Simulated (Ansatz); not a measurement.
La₃Mg, space group Pm-3m, relaxations under a series of pressures

Computed with Ansatz 0.2.0, Python API.

Contents of `la3mg.cif`:
```cif
data_La3Mg
_cell_length_a 5.139095
_cell_length_b 5.139095
_cell_length_c 5.139095
_cell_angle_alpha 90.00000
_cell_angle_beta 90.00000
_cell_angle_gamma 90.00000
_symmetry_space_group_name_H-M 'P 1'
_symmetry_Int_Tables_number 1
loop_
_symmetry_equiv_pos_as_xyz
'x, y, z'
loop_
_atom_site_label
_atom_site_type_symbol
_atom_site_fract_x
_atom_site_fract_y
_atom_site_fract_z
La1 La    0.500000    0.500000    0.000000
La2 La    0.500000    0.000000    0.500000
La3 La    0.000000    0.500000    0.500000
Mg4 Mg    0.000000    0.000000    0.000000
```

Typed at the interpreter:
```pycon
>>> import ansatz as az
>>> from ase.io import read
>>> import numpy as np
>>> import pandas as pd
>>> TOLERANCE = 1e-09
>>> XC = "pbesol"
>>> OCCUPATIONS = "Fermi-Dirac"
>>> SIGMA = 0.02
>>> def edges_and_angles(cell):
...     cell = np.asarray(cell)
...     a, b, c = np.linalg.norm(cell, axis=1)
...     cosines = cell[1] @ cell[2] / (b * c), cell[0] @ cell[2] / (a * c), cell[0] @ cell[1] / (a * b)
...     return (a, b, c, *np.degrees(np.arccos(cosines)))
...
>>> atoms = read("la3mg.cif")
>>> xtal = az.Crystal.from_ase(atoms)
>>> xtal.resolved().sites[-1]
Site(symbol='Mg', position=(0.0, 0.0, 0.0), moment=None, axis=None, held=None, saved=None)
>>> job = xtal.calculation()
>>> job = job.scf(tolerance=TOLERANCE, lower_state_search="standard").functional(XC)
>>> job = job.basis(12 * az.Ha, density_ratio=6).kpoints(6, center="monkhorst-pack")
>>> job = job.occupations(OCCUPATIONS, width=SIGMA)
>>> # H = F + PV, with 1 GPa A^3 = 1/160.21766 eV
>>> rows = []
>>> for pressure in [0, 10, 20, 30, 40]:
...     out = job.relax(cell=True, pressure=pressure, force_tolerance=0.001).run(threads=1, backend="cpu")
...     cell = out.lattice.cell_ang
...     n_atoms = len(out.lattice.sites)
...     volume = abs(np.linalg.det(cell)) / n_atoms
...     enthalpy = out.report["free_energy_ev"] / n_atoms + pressure * volume / 160.21766
...     rows.append((pressure, volume, enthalpy, *edges_and_angles(cell)))
...     print(f"{pressure} GPa done: {volume:.4f} A^3/atom")
...
DeckWarning: basis.ecutwfc = 326.536634951856 eV is below the records' recommended 420 eV, and the density's cutoff is lower with it unless basis.ecutrho_ratio is high enough to keep the records' density cutoff: compare with a run at a higher cutoff
DeckWarning: relax.cell: scf.convergence.dr2_threshold = 1e-9 eV is looser than the 4e-10 eV advised for a relaxation that steers and ends on the stress (1e-10 eV for each atom of the cell: 4). What an SCF threshold leaves in a stress goes as its square root, and in the free energy as the threshold itself, and one [...]
0 GPa done: 31.5428 A^3/atom
10 GPa done: 25.7333 A^3/atom
20 GPa done: 22.5941 A^3/atom
30 GPa done: 20.5343 A^3/atom
40 GPa done: 19.1197 A^3/atom
>>> table = pd.DataFrame(rows, columns=["P_GPa", "V_A3_atom", "H_eV_atom", "a", "b", "c", "alpha", "beta", "gamma"])
>>> table.round(4)
   P_GPa  V_A3_atom  H_eV_atom       a       b       c  alpha  beta  gamma
0      0    31.5428 -5098.9880  5.0156  5.0156  5.0156   90.0  90.0   90.0
1     10    25.7333 -5097.2260  4.6865  4.6865  4.6865   90.0  90.0   90.0
2     20    22.5941 -5095.7251  4.4876  4.4876  4.4876   90.0  90.0   90.0
3     30    20.5343 -5094.3840  4.3469  4.3469  4.3469   90.0  90.0   90.0
4     40    19.1197 -5093.1484  4.2447  4.2447  4.2447   90.0  90.0   90.0
>>> p, v = np.array([row[0] for row in rows], float), np.array([row[1] for row in rows])
>>> print("mean bulk modulus between rows (GPa):", np.round(-np.diff(p) / np.diff(np.log(v)), 1))
mean bulk modulus between rows (GPa): [ 49.1  76.9 104.6 140.1]
```

The volume falls from 31.54 Å³ an atom at 0 GPa to 19.12 at 40 GPa, by 39.4 %. Between 0 and 10 GPa, -V dP/dV is about 49 GPa, a mean over that step.

The settings weren't tested for convergence. The cutoff lies under the one recommended for these potentials. Under the recommended cutoff a pressure can be off by several GPa, even in sign. At a fixed pressure a relaxation lowers the enthalpy F + PV, while F alone can rise. For a metal this k-point mesh is coarse: on a finer one energies can move by several to tens of meV an atom and pressures by half a GPa or more, differences at one mesh by less. The structure comes from a database of computed cells and needn't be a stable or known phase. Warnings are shown shortened and without file and line. Symmetry holds the cell in this phase, whether or not it is the stable one at each pressure. Run time: 69 s on 1 thread of Arm Neoverse V2 (shared host), peak memory 0.56 GiB.
